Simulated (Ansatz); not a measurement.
**Phosphorus, fcc under r²SCAN: ground state and equation of state**

Aim: take phosphorus in the fcc structure, relax it, solve it on a dense k-mesh, switch on spin-orbit coupling, then scale the cell to 7 volumes from 88 to 112 % of the relaxed one and try a fit of the equation of state. The k-meshes are 14×14×14 for the relaxation; 23×23×23 for the dense run; 14×14×14 for spin-orbit coupling; 16×16×16 for the volumes.

Program: Ansatz 0.2.0. Level of theory: DFT r2SCAN, plane waves (500 eV) with PAW, scalar-relativistic; PBE-made PAW files. These are calculated values, not measurements.

### Step 1. The system as given

It takes space group Fm-3m (No. 225, cubic). The conventional cell has a = 3.934 Å, b = 3.934 Å, c = 3.934 Å, α = 90.00°, β = 90.00°, γ = 90.00°. P (site symmetry m-3m) has 12 P at 2.78 Å as nearest neighbours.

Structure file:

```
P
1.0
     0.00000    1.96707    1.96707
     1.96707    0.00000    1.96707
     1.96707    1.96707    0.00000
P
1
Direct
  0.00000 0.00000 0.00000
```

### Step 2. Relaxation of the cell

Input file input.yaml:

```yaml
crystal:
  lattice:
    - [0.0, 1.9670729634, 1.9670729634]
    - [1.9670729634, 0.0, 1.9670729634]
    - [1.9670729634, 1.9670729634, 0.0]
  atoms:
    - { symbol: P, position: [0.0, 0.0, 0.0] }
hamiltonian:
  xc: r2scan
  pseudopotentials:
    kind: paw
    azcp:
      P: "pseudopotentials/P.paw.azcp"
basis:
  ecutwfc: 500
  fft_grid_basis: typed
kpoints:
  mp_grid: { grid: [14, 14, 14], shift: [0, 0, 0] }
magnetization:
  spin_polarized: false
scf:
  occupations: { method: fermi_dirac, width: 0.1 }
relax:
  max_steps: 60
  f_tol: 0.01
  cell: {}
```

Run with:

```sh
$ ansatz run input.yaml --threads 1 --pin off --max-ram 3584MiB --backend cpu --events-out ev --progress --plain --runs-dir out
```

The runs that follow: Dense single point; Spin-orbit coupling switched on; The cell scaled to 88 % of its volume; The cell scaled to 92 % of its volume; The cell scaled to 96 % of its volume; The cell scaled to 100 % of its volume; The cell scaled to 104 % of its volume; The cell scaled to 108 % of its volume; The cell scaled to 112 % of its volume.

**Question.** What will these runs give? Wanted: space group; conventional cell; volume; shortest distance; gap on the mesh; relative to black phosphorus; highest ELF outside the cores; V₀, B₀, B₀′.

The runs gave:

```
                      quantity                               value
space group (spins left aside)                     Fm-3m (No. 225)
             conventional cell                         a = 3.883 Å
                        volume                      14.642 Å³/atom
             shortest distance                             2.746 Å
               gap on the mesh        none (levels filled in part)
  relative to black phosphorus                      +1101 meV/atom
 highest ELF outside the cores  0.80, 0.82 Å from the nearest atom
                   V₀, B₀, B₀′         14.741 Å³/atom, 93 GPa, 2.7
```

What this shows: The relaxation shrank the cell by 3.8 % in volume. Against the reference form of phosphorus (black phosphorus, computed apart with the same settings) it stands 1101 meV/atom higher, so it is far from stable. No gap shows: it is a metal or semimetal at this level. The total energy of the spin-orbit run lies +0.25 eV/atom from the scalar one, but the two kinds of run don't share a zero of energy: only differences within one kind count. The fitted modulus is 93 GPa. Relaxation kept the symmetry; phonons were not checked.
